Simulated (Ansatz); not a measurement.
**CO on a Si(110) slab cut from the Fd-3m phase: a line through a two-coordinate scan**

One line of a two-coordinate grid on CO on a Si(110) slab cut from the Fd-3m phase (6 atoms of substrate and one adsorbate in a 1 × 1 cell): position of O7 along the second surface vector, from above Si5 is varied, at position of O7 along the first surface vector, from above Si5 = 0.000.

Computed with Ansatz 0.2.0 (DFT PBE+D3(BJ), scalar-relativistic, plane waves, PAW, unless a step's input says otherwise).

4 further runs of the same task are left out: 4 set aside as unsound or not needed.

## 1. The structure to begin with

Symmetry: Pm, No. 6, monoclinic system. The conventional cell has a = 5.421 Å, b = 3.833 Å, c = 22.538 Å, α = 90.00°, β = 90.00°, γ = 90.00°. Around Si (site symmetry m) lie 3 Si at 2.32 to 2.35 Å. Si (site symmetry m) is surrounded by 4 Si at 2.31 to 2.32 Å. Si (site symmetry m) has 3 Si at 2.29 to 2.31 Å as nearest neighbours. O (site symmetry m) is surrounded by 1 C at 1.15 Å. C (site symmetry m) is surrounded by 1 O at 1.15 Å.

Coordinates:

```cif
data_structure
_symmetry_space_group_name_H-M 'P 1'
_symmetry_Int_Tables_number 1
_cell_length_a 3.8333
_cell_length_b 5.4212
_cell_length_c 22.5378
_cell_angle_alpha 90.000
_cell_angle_beta 90.000
_cell_angle_gamma 90.000
_cell_volume 468.36
loop_
_atom_site_label
_atom_site_type_symbol
_atom_site_fract_x
_atom_site_fract_y
_atom_site_fract_z
_atom_site_occupancy
Si1 Si 0.50000 0.00000 0.17748 1
Si2 Si 0.00000 0.25000 0.17748 1
Si3 Si 0.00000 0.50388 0.26029 1
Si4 Si 0.50000 0.74612 0.26029 1
Si5 Si 0.50000 0.00860 0.34111 1
Si6 Si 0.00000 0.24140 0.34111 1
O1 O 0.50000 0.00860 0.50527 1
C1 C 0.50000 0.00860 0.55630 1
```

This is the geometry of the first run shown, built on a cell relaxed beforehand with the same method.

## 2. The scan

Atoms count from 1 in the order of the input.

CO (O end down) is moved over the surface cell at a fixed height above a rigid substrate; the origin of the map has the adsorbate above Si5; the height is held at 3.70 Å.

First coordinate, position of O7 along the first surface vector, from above Si5: 6 values from 0.000 to 0.833, periodic. Second coordinate, position of O7 along the second surface vector, from above Si5: 6 values from 0.000 to 0.833, periodic.

Nothing else is relaxed. Points are written as (first, second).

The two vectors of the plane (Å): (3.833, 0.000, 0.000); (0.000, 5.421, 0.000).

## 3. Point (0/6, 0/6) of the map's two axes

The cell repeats along c, and a dipole correction in the vacuum removes the field between the copies.

input.yaml

```yaml
crystal:
  lattice:
    - [3.8333442603, 0.0, 0.0]
    - [0.0, 5.4211674422, 0.0]
    - [0.0, 0.0, 22.5377548805]
  atoms:
    - { symbol: Si, position: [0.5, 0.0, 0.1774799673] }
    - { symbol: Si, position: [0.0, 0.25, 0.1774799673] }
    - { symbol: Si, position: [0.0, 0.5038841205, 0.2602884661] }
    - { symbol: Si, position: [0.5, 0.7461158795, 0.2602884661] }
    - { symbol: Si, position: [0.5, 0.0086034179, 0.3411056213] }
    - { symbol: Si, position: [0.0, 0.2413965821, 0.3411056213] }
    - { symbol: O, position: [0.5, 0.0086034179, 0.5052745911] }
    - { symbol: C, position: [0.5, 0.0086034179, 0.5563000817] }
basis:
  ecutwfc: 420
kpoints:
  mp_grid: { grid: [7, 5, 1] }
hamiltonian:
  xc: pbe
  pseudopotentials: { kind: paw, azcp: { folder: soft_1 } }
  dispersion: d3bj
scf:
  occupations: { method: gaussian, width: 0.05 }
output:
  forces: true
  eigenvalues: true
efield:
  axis: 3
  dipole_correction: true
  ramp_width: 0.04
```

Run with:

```sh
$ ansatz run input.yaml --threads 1 --pin off --max-ram 3072MiB --backend cpu --events-out ev --progress --plain --runs-dir out
```

The program printed, cut to the lines that bear on the results:

```text
Warning: RAYON_NUM_THREADS=1 ignored (pool sized by the plan → 1); use --threads N
[...]
Pseudopotentials: kind: paw
Pseudopotential: Si, paw, valence charge 4, recommended cutoff 420 eV (normal), <dir>
Pseudopotential: O, paw, valence charge 6, recommended cutoff 420 eV (normal), <dir>
Pseudopotential: C, paw, valence charge 4, recommended cutoff 420 eV (normal), <dir>
Functional definition: PBE
[...]
Crystal: 8 atoms, lattice volume = 468.362 Å³
Basis set: ecut = 420 eV, 9165 PW (Γ), exchange–correlation on 54×80×320 points (8 copies of the dense FFT grid, shifted against one another)
Bands: 25, of which v1, the nominal top of the filled ones, is band 17 counted from 1 (16 counted from 0)
Symmetry: 2 space group operations
Space group: Pm (ITA 6), of the structure as read, at distance tolerance 7.8e-5 Å
k-points: 12 of 35 (time reversal used)
[...]
SCF iter   1: F=—  HF=-4630.569198 eV  |F-HF|=—  |Δ(HF+E_count)|=         —  Δρ=3.54e-2  dr2=6.40e0  ethr=3.10e-3  p=0.000 e·Å  D=1.95e-7 V/Å  ΔV_dip=-0.00 eV  dr2_dipole=1.84e-3  V_vac-E_F(+/−)=6.30/6.30 eV  ⟨swp⟩=11.8  Hψ=2381  notcnv=0  defer=2
[...]
SCF iter  11: F=-4628.921837 eV  HF=-4628.921837 eV  |F-HF|=2.50e-8  |Δ(HF+E_count)|=   1.15e-8  Δρ=1.32e-6  dr2=4.39e-8  ethr=2.94e-10  p=-0.013 e·Å  D=-5.13e-3 V/Å  ΔV_dip=0.12 eV  dr2_dipole=3.74e-9  V_vac-E_F(+/−)=4.95/4.83 eV  ⟨swp⟩=16.4  Hψ=2046  notcnv=0
[...]
SCF converged after 11 iterations
Free energy (F): -4628.921837 eV
[...]
E sigma→0 (E₀):  -4628.918765 eV
Entropy (-TS):   -0.006143 eV (-0.768 meV/atom)
Fermi energy:    -1.562022 eV
Dipole field:    D = -0.005179 V/Å  (p = -0.013405 e·Å, saw-weighted, corrected)
Work function:   Φ+ = 4.9499 eV   Φ− = 4.8332 eV
Levels:          The Fermi level and band energies are counted from a zero that moves with the ramp; work functions are not
[...]
--- Forces (eV/Å), atoms counted from 1 ---
  atom   1  Si     0.00000000     0.55440475    -0.05502590
  atom   2  Si    -0.00000000    -0.55543417    -0.05402836
  atom   3  Si    -0.00000000    -0.09046900    -0.00259444
  atom   4  Si     0.00000000     0.08540879    -0.00241291
  atom   5  Si    -0.00000000    -0.00559988     0.03924994
  atom   6  Si     0.00000000     0.00899765     0.08012537
  atom   7  O      0.00000000     0.00367297     1.53269640
  atom   8  C     -0.00000000    -0.00097711    -1.53794251
[...]
--- Band table (eV; the first three rows and the last of 12) ---
  k-point 0: bands = ["-26.0535", "-12.9882", "-11.2254", "-11.1017", "-9.6837", "-8.6895", "-8.6461", "-8.5228", "-6.2208", "-6.0782", "-4.8656", "-4.7585", "-4.0646", "-2.7866", "-2.2814", "-1.9686", "-1.8686", "-1.3030", "-0.3793", "0.5248", "0.8032", "1.0521", "1.3054", "1.5212", "1.7370"]
[...]
```

Wall time 30 s (1 thread of Arm Neoverse N1, shared host); peak memory 0.51 GiB.

Read from this run: work function 4.95 eV (top face), 4.83 eV (bottom face); dipole along +c -0.013 e·Å per cell.

## 4. The run at (0/6, 1/6) of the map's two axes

input.yaml: that of step 3 with these lines changed.

```diff
@@ -12,4 +12,4 @@
     - { symbol: Si, position: [0.0, 0.2413965821, 0.3411056213] }
-    - { symbol: O, position: [0.5, 0.0086034179, 0.5052745911] }
-    - { symbol: C, position: [0.5, 0.0086034179, 0.5563000817] }
+    - { symbol: O, position: [0.5, 0.1752700846, 0.5052745911] }
+    - { symbol: C, position: [0.5, 0.1752700846, 0.5563000817] }
 basis:
```

Run with:

```sh
$ ansatz run input.yaml --threads 1 --pin off --max-ram 3072MiB --backend cpu --events-out ev --progress --plain --runs-dir out
```

The program printed, cut to the lines that bear on the results:

```text
Warning: RAYON_NUM_THREADS=1 ignored (pool sized by the plan → 1); use --threads N
[...]
[... 5 set-up lines as earlier in the session ...]
[...]
Crystal: 8 atoms, lattice volume = 468.362 Å³
Basis set: ecut = 420 eV, 9165 PW (Γ), exchange–correlation on 54×80×320 points (8 copies of the dense FFT grid, shifted against one another)
Bands: 25, of which v1, the nominal top of the filled ones, is band 17 counted from 1 (16 counted from 0)
[... 2 set-up lines as earlier in the session ...]
k-points: 12 of 35 (time reversal used)
[...]
SCF converged after 11 iterations
Free energy (F): -4628.925012 eV
[...]
E sigma→0 (E₀):  -4628.921942 eV
Entropy (-TS):   -0.006140 eV (-0.767 meV/atom)
Fermi energy:    -1.572672 eV
Dipole field:    D = -0.006307 V/Å  (p = -0.016324 e·Å, saw-weighted, corrected)
Work function:   Φ+ = 4.9746 eV   Φ− = 4.8324 eV
Levels:          The Fermi level and band energies are counted from a zero that moves with the ramp; work functions are not
[...]
--- Forces (eV/Å), atoms counted from 1 ---
  atom   1  Si     0.00000000     0.55483930    -0.05483585
  atom   2  Si    -0.00000000    -0.55604497    -0.05317474
  atom   3  Si    -0.00000000    -0.08772655    -0.00336713
  atom   4  Si     0.00000000     0.08828244    -0.00329679
  atom   5  Si    -0.00000000    -0.00872187     0.05853338
  atom   6  Si     0.00000000     0.00623299     0.07026583
  atom   7  O      0.00000000     0.00433676     1.52161859
  atom   8  C     -0.00000000    -0.00129970    -1.53569393
[...]
--- Band table (eV; the first three rows and the last of 12) ---
[... band rows left out ...]
[...]
```

It took 30 s on 1 thread of Arm Neoverse N1, shared host; peak memory 0.51 GiB.

From the log: work function 4.97 eV (top face), 4.83 eV (bottom face); dipole along +c -0.016 e·Å per cell.

## 5. Point (0/6, 2/6) of the map's two axes

input.yaml: that of step 4 with these lines changed.

```diff
@@ -12,4 +12,4 @@
     - { symbol: Si, position: [0.0, 0.2413965821, 0.3411056213] }
-    - { symbol: O, position: [0.5, 0.1752700846, 0.5052745911] }
-    - { symbol: C, position: [0.5, 0.1752700846, 0.5563000817] }
+    - { symbol: O, position: [0.5, 0.3419367512, 0.5052745911] }
+    - { symbol: C, position: [0.5, 0.3419367512, 0.5563000817] }
 basis:
```

Run with:

```sh
$ ansatz run input.yaml --threads 1 --pin off --max-ram 3072MiB --backend cpu --events-out ev --progress --plain --runs-dir out
```

The program printed, cut to the lines that bear on the results:

```text
[...]
SCF converged after 11 iterations
Free energy (F): -4628.926271 eV
[...]
E sigma→0 (E₀):  -4628.923111 eV
Entropy (-TS):   -0.006319 eV (-0.790 meV/atom)
Fermi energy:    -1.595632 eV
Dipole field:    D = -0.008344 V/Å  (p = -0.021597 e·Å, saw-weighted, corrected)
Work function:   Φ+ = 5.0234 eV   Φ− = 4.8354 eV
Levels:          The Fermi level and band energies are counted from a zero that moves with the ramp; work functions are not
[...]
--- Forces (eV/Å), atoms counted from 1 ---
  atom   1  Si     0.00000000     0.55340817    -0.05709842
  atom   2  Si    -0.00000000    -0.55409099    -0.05494216
  atom   3  Si    -0.00000000    -0.08255407    -0.00165295
  atom   4  Si     0.00000000     0.08669942    -0.00063093
  atom   5  Si     0.00000000    -0.00397211     0.07487143
  atom   6  Si     0.00000000     0.00083585     0.06730790
  atom   7  O      0.00000000    -0.00015289     1.51257061
  atom   8  C     -0.00000000    -0.00028252    -1.54037801
[...]
--- Band table (eV; the first three rows and the last of 12) ---
  k-point 0: bands = ["-26.0089", "-13.0176", "-11.1957", "-11.1057", "-9.7138", "-8.6767", "-8.6458", "-8.4785", "-6.1754", "-6.1073", "-4.8964", "-4.7892", "-4.0938", "-2.8149", "-2.3129", "-1.9966", "-1.8984", "-1.3305", "-0.4080", "0.5071", "0.8316", "1.0245", "1.3497", "1.4916", "1.7073"]
[...]
```

Run time: 29 s. Hardware: 1 thread of Arm Neoverse N1, shared host; peak memory 0.51 GiB.

This gives work function 5.02 eV (top face), 4.84 eV (bottom face); dipole along +c -0.022 e·Å per cell.

(Part 1 of 2 ends here.)
